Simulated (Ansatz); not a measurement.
# CH₆GeO₂Si: a ladder of functionals and wavefunction methods

An exercise on one series of results from a longer session: the logs are not shown, and one member is left open.

Computed with Ansatz 0.2.0, Gaussian basis. Level: functionals in def2-TZVPP, the program's frozen cores in correlated methods.

Levels to be run: PBE-D4, r2SCAN-D4, PBE0-D4, B3LYP-D4, ωB97X-V, ωB97M-V, B2PLYP; CCSD(T)/def2-TZVPP; MP2/def2-QZVPP; extrapolation to the limit.

### The relaxed structure

The geometry comes from an earlier relaxation with PBE0-D4 in a triple-zeta def2 set; it is a stationary point, not always the lowest conformer.

11 atoms, charge 0, spin multiplicity 1.

Atoms are counted from 1 here; the program's logs count them from 0.

Bond lengths: C1–O2 1.420 Å, C1–O5 1.389 Å, C1–H6 1.100 Å, C1–H7 1.093 Å, O2–Si3 1.654 Å, Si3–Ge4 2.373 Å, Si3–H8 1.487 Å, Si3–H9 1.482 Å, Ge4–O5 1.814 Å, Ge4–H10 1.533 Å, Ge4–H11 1.542 Å. Angles: O2–C1–O5 113.5°, O2–C1–H6 108.2°, O2–C1–H7 106.7°, O5–C1–H6 110.9°, O5–C1–H7 107.9°, H6–C1–H7 109.5°, C1–O2–Si3 119.7°, O2–Si3–Ge4 91.5°, O2–Si3–H8 112.3°, O2–Si3–H9 109.7°, Ge4–Si3–H8 115.3°, Ge4–Si3–H9 117.4°, H8–Si3–H9 109.4°, Si3–Ge4–O5 87.7°, Si3–Ge4–H10 122.0°, Si3–Ge4–H11 118.6°, O5–Ge4–H10 105.4°, O5–Ge4–H11 108.9° and more.

Set-up of the first run:

The input, in.yaml:

```yaml
crystal:
  periodic: [false, false, false]
  atoms:
    - {symbol: C, position_ang: [-1.255853, 0.821904, -0.111997]}
    - {symbol: O, position_ang: [-0.738383, 0.442022, 1.154359]}
    - {symbol: Si, position_ang: [0.512000, -0.637775, 1.238442]}
    - {symbol: Ge, position_ang: [1.029192, -0.313233, -1.054145]}
    - {symbol: O, position_ang: [-0.282665, 0.939131, -1.096543]}
    - {symbol: H, position_ang: [-2.022300, 0.088400, -0.404145]}
    - {symbol: H, position_ang: [-1.720307, 1.802528, 0.020579]}
    - {symbol: H, position_ang: [0.053249, -2.006076, 1.597784]}
    - {symbol: H, position_ang: [1.506669, -0.175358, 2.235071]}
    - {symbol: H, position_ang: [2.301432, 0.414788, -1.503810]}
    - {symbol: H, position_ang: [0.682167, -1.433428, -2.054998]}
basis:
  gaussian: {orbitals: def2-TZVPP}
hamiltonian: {xc: pbe, dispersion: d4}
output: {forces: true, orbitals: {seedname: orbitals}}
```

Command:

```
> ansatz run in.yaml --threads 4 --pin off --events-out ev --progress --plain --max-ram 10444MiB
```

Steps of the session up to this table: PBE-D4 (GGA); r2SCAN-D4 (meta-GGA); PBE0-D4 (hybrid); B3LYP-D4 (hybrid); ωB97X-V (range-separated); ωB97M-V (range-separated); B2PLYP (double hybrid); CCSD(T) in def2-TZVPP; MP2 in def2-QZVPP.

One table of the session follows, with a row left open; its other results are not shown here.

It belongs to the step «Atomisation energies». 

```
            method  atomisation energy (kJ/mol)
            PBE-D4                       3882.5
         r2SCAN-D4                       3847.5
           PBE0-D4                            ?
          B3LYP-D4                       3812.2
           ωB97X-V                       3863.1
           ωB97M-V                       3832.1
            B2PLYP                       3779.5
     HF/def2-TZVPP                       2696.0
    MP2/def2-TZVPP                       3806.0
   CCSD/def2-TZVPP                       3682.6
CCSD(T)/def2-TZVPP                       3745.9
           MP2/CBS                       3909.1
       CCSD(T)/CBS                       3849.0
```

Q: Estimate the row for PBE0-D4 from the others.

As computed: atomisation energy (kJ/mol): 3807.2. In the column «atomisation energy (kJ/mol)» it lies between MP2/def2-TZVPP (3806.0) and B3LYP-D4 (3812.2).

To keep in mind: Free atoms (1 C, 2 O, 1 Si, 1 Ge, 6 H) were run apart at each level; the atomisation energy is their sum less the molecule, without zero-point or spin-orbit terms.
